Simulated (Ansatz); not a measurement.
AlH₃Se₃, SMILES [SeH][Al]([SeH])[SeH], a geometry optimisation

Program: the Python package of Ansatz (0.2.0).

Script `opt.py`:
```python
import itertools
import warnings

import ansatz as az
from ase import Atoms
from ase.data import atomic_numbers, covalent_radii
import numpy as np

BASIS = "def2-SVP"
XC = "r2SCAN"

warnings.simplefilter("ignore", az.DeckWarning)

atoms = Atoms(["Se", "Al", "Se", "Se", "H", "H", "H"], positions=[
    (-2.4341, 0.0407, 0.2621),
    (-0.1962, -0.6344, 0.1546),
    (1.1494, -0.5208, 2.1078),
    (0.8092, -1.4056, -1.9197),
    (-2.0585, 1.5102, -0.1311),
    (1.6059, 0.925, 1.7576),
    (1.1856, 0.0169, -2.277),
])
mol = az.Crystal.molecule_from_ase(atoms)

job = mol.calculation().basis(gaussian=BASIS).functional(XC)
symbols = [site.symbol for site in mol.cartesian_sites]
start = np.array([site.position_ang for site in mol.cartesian_sites], dtype=float)
r = job.relax(force_tolerance=0.01, max_steps=100).run(threads=1, pin="off").report
end = np.array(r["positions_ang"])

for key in ("converged", "free_energy_ev", "reference_energy_ev", "n_frozen", "n_occupied", "n_virtual"):
    print(f"{key:22s} {r[key]}")

radius = [covalent_radii[atomic_numbers[s]] for s in symbols]
span = lambda where, i, j: np.linalg.norm(where[i] - where[j])
bonded = [(i, j) for i, j in itertools.combinations(range(len(symbols)), 2) if min(span(start, i, j), span(end, i, j)) < 1.2 * (radius[i] + radius[j])]
print("pair        before    after (A)")
for i, j in bonded:
    print(f"{symbols[i]}{i}-{symbols[j]}{j}".ljust(10), f"{span(start, i, j):8.4f} {span(end, i, j):8.4f}")

charges = r["charge_distribution"]
print("dipole moment", round(4.803205 * float(np.linalg.norm(charges["dipole_moment_e_ang"])), 3), "D")
print("Mulliken:", [(s, round(q, 3)) for s, q in zip(symbols, charges["mulliken_charges_e"])])
with open("alh3se3_opt.xyz", "w") as handle:
    handle.write(f"{len(symbols)}\nrelaxed AlH3Se3\n")
    handle.writelines(f"{s:2s} {x:11.6f} {y:11.6f} {z:11.6f}\n" for s, (x, y, z) in zip(symbols, end))
```

```console
$ python opt.py
converged              True
free_energy_ev         -202671.4003658855
reference_energy_ev    -202671.4003658855
n_frozen               0
n_occupied             [59, 59]
n_virtual              [70, 70]
pair        before    after (A)
Se0-Al1      2.3400   2.3185
Se0-H4       1.5669   1.4718
Al1-Se2      2.3746   2.3155
Al1-Se3      2.4307   2.3211
Se2-H5       1.5561   1.4725
Se3-H6       1.5142   1.4718
dipole moment 1.389 D
Mulliken: [('Se', -0.285), ('Al', 0.615), ('Se', -0.288), ('Se', -0.29), ('H', 0.08), ('H', 0.087), ('H', 0.082)]
```

It writes `alh3se3_opt.xyz`:
```text
7
relaxed AlH3Se3
Se   -2.233428    0.664332    0.344444
Al   -0.019975   -0.025252    0.365103
Se    0.954905   -0.294415    2.448077
Se    1.231834   -0.463085   -1.539813
H    -2.377981    0.368344   -1.089991
H     2.294627   -0.435678    1.853677
H     0.211317    0.117755   -2.427198
```

Reading the output:
- Total energies depend on the basis set; only differences at equal settings carry meaning.
- The end point is the stationary point reached from this start; no frequency run checks that it is a minimum, and the basis set is modest.
- Run time: 3.7 min on 1 thread of Arm Neoverse V2, on a shared host, peak memory 0.29 GiB.

(Lines on the test bed's own set-up are left out of the output.)
